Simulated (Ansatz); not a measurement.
# AlH₈NOSi₂: up Jacob's ladder to CCSD(T)

How much do the methods differ for AlH₈NOSi₂? The plan is to run it at one geometry with functionals of several rungs and with coupled cluster, and see how far each lands from CCSD(T) at the basis-set limit for the atomisation energy.

Method: functionals in def2-TZVPP, the program's frozen cores in correlated methods; program: Ansatz 0.2.0, Gaussian basis.

Plan: LDA (SPW92), PBE-D4, revPBE-D4, BLYP-D4, r2SCAN-D4, B97M-V, PBE0-D4, B3LYP-D4, r2SCANh-D4, r2SCAN0-D4, HSE06-D4, BHLYP-D4, CAM-B3LYP-D4, LC-ωPBE, ωB97X-V, ωB97M-V, B2PLYP, PBE-QIDH; CCSD(T)/def2-SVP; CCSD(T)/def2-TZVPP; MP2/def2-QZVPP; extrapolation to the limit; RPA on PBE.

## (1) The relaxed structure

All runs share one geometry, relaxed beforehand with PBE0-D4 in a triple-zeta def2 set.

SMILES `[AlH2][NH][SiH2]O[SiH3]`, 13 atoms, charge 0, spin multiplicity 1.

Atoms are counted from 1 here; the program's logs count them from 0.

Bond lengths: Al1–N2 1.786 Å, Al1–H6 1.583 Å, Al1–H7 1.580 Å, N2–Si3 1.715 Å, N2–H8 1.012 Å, Si3–O4 1.637 Å, Si3–H9 1.481 Å, Si3–H10 1.487 Å, O4–Si5 1.631 Å, Si5–H11 1.488 Å, Si5–H12 1.483 Å, Si5–H13 1.486 Å. Angles: N2–Al1–H6 117.6°, N2–Al1–H7 117.8°, H6–Al1–H7 124.6°, Al1–N2–Si3 128.6°, Al1–N2–H8 116.5°, Si3–N2–H8 114.9°, N2–Si3–O4 113.3°, N2–Si3–H9 107.5°, N2–Si3–H10 109.9°, O4–Si3–H9 107.0°, O4–Si3–H10 107.4°, H9–Si3–H10 111.7°, Si3–O4–Si5 147.1°, O4–Si5–H11 110.5°, O4–Si5–H12 109.0°, O4–Si5–H13 109.9°, H11–Si5–H12 109.4°, H11–Si5–H13 108.8° and more.

## (2) LDA

This LDA is Slater exchange with PW92 correlation.

Contents of in.yaml:

```yaml
crystal:
  periodic: [false, false, false]
  atoms:
    - {symbol: Al, position_ang: [-0.133565, 2.771837, -0.866677]}
    - {symbol: N, position_ang: [-0.801086, 1.153238, -0.513355]}
    - {symbol: Si, position_ang: [-0.558755, 0.175660, 0.874714]}
    - {symbol: O, position_ang: [0.572291, -0.987223, 0.657149]}
    - {symbol: Si, position_ang: [0.908709, -2.484714, 0.105230]}
    - {symbol: H, position_ang: [-0.529442, 3.442323, -2.244700]}
    - {symbol: H, position_ang: [0.804132, 3.435688, 0.217619]}
    - {symbol: H, position_ang: [-1.391351, 0.742753, -1.226255]}
    - {symbol: H, position_ang: [-0.070433, 1.056015, 1.960454]}
    - {symbol: H, position_ang: [-1.829350, -0.502670, 1.244739]}
    - {symbol: H, position_ang: [-0.313545, -3.333122, 0.124781]}
    - {symbol: H, position_ang: [1.946998, -3.095803, 0.970837]}
    - {symbol: H, position_ang: [1.415897, -2.408680, -1.289738]}
basis:
  gaussian: {orbitals: def2-TZVPP}
hamiltonian: {xc: lda}
output: {orbitals: {seedname: orbitals}}
```

Further steps of the session: PBE-D4 (GGA); revPBE-D4 (GGA); BLYP-D4 (GGA); r2SCAN-D4 (meta-GGA); B97M-V (meta-GGA); PBE0-D4 (hybrid); B3LYP-D4 (hybrid); r2SCANh-D4 (hybrid); r2SCAN0-D4 (hybrid); HSE06-D4 (hybrid); BHLYP-D4 (hybrid); CAM-B3LYP-D4 (range-separated); LC-ωPBE (range-separated); ωB97X-V (range-separated); ωB97M-V (range-separated); B2PLYP (double hybrid); PBE-QIDH (double hybrid); CCSD(T) in def2-SVP; CCSD(T) in def2-TZVPP; MP2 in def2-QZVPP; RPA on PBE orbitals.

**Question.** What will the summary of the whole plan be? Wanted: atomisation energy, CCSD(T)/CBS; farthest beyond LDA; mean size of error, GGA; mean size of error, meta-GGA; mean size of error, hybrid; mean size of error, range-separated; mean size of error, double hybrid; gap, smallest and largest; T1 diagnostic.

The runs gave:

| quantity | value |
| --- | --- |
| atomisation energy, CCSD(T)/CBS | 4297.6 kJ/mol |
| functionals within 21.5 kJ/mol (0.5 %) | B97M-V, B3LYP-D4, CAM-B3LYP-D4, ωB97X-V, ωB97M-V |
| farthest beyond LDA | revPBE-D4 (-142.1 kJ/mol) |
| mean size of error, GGA | 85.8 kJ/mol |
| mean size of error, meta-GGA | 22.6 kJ/mol |
| mean size of error, hybrid | 74.8 kJ/mol |
| mean size of error, range-separated | 25.6 kJ/mol |
| mean size of error, double hybrid | 80.5 kJ/mol |
| gap, smallest and largest | 5.00 eV (LDA (SPW92)), 11.95 eV (LC-ωPBE) |
| T1 diagnostic | 0.0117 |
| triples share of the correlation energy | 3.3 % |

The LDA atomisation energy is off by 441.3 kJ/mol (10 %): it overbinds. PBE-D4 misses by -63.5 kJ/mol. Double hybrids carry the basis error of their MP2 part in triple zeta, and no dispersion term here, so their miss is partly the set-up's. By mean error the best rung here is meta-GGA (22.6 kJ/mol) and the worst beyond LDA is GGA (85.8 kJ/mol). The gap between the best rungs is small, so their order is not settled. Misses under about 21.5 kJ/mol are within the doubt on the reference itself, which lacks core-valence correlation, relativity and higher excitations. Hartree-Fock recovers 74 % of the binding; the rest is correlation. CCSD(T) in def2-SVP is off by -342.4 kJ/mol, which most functionals beat. Orbital gaps span 5.0 to 11.9 eV; exact exchange widens them.
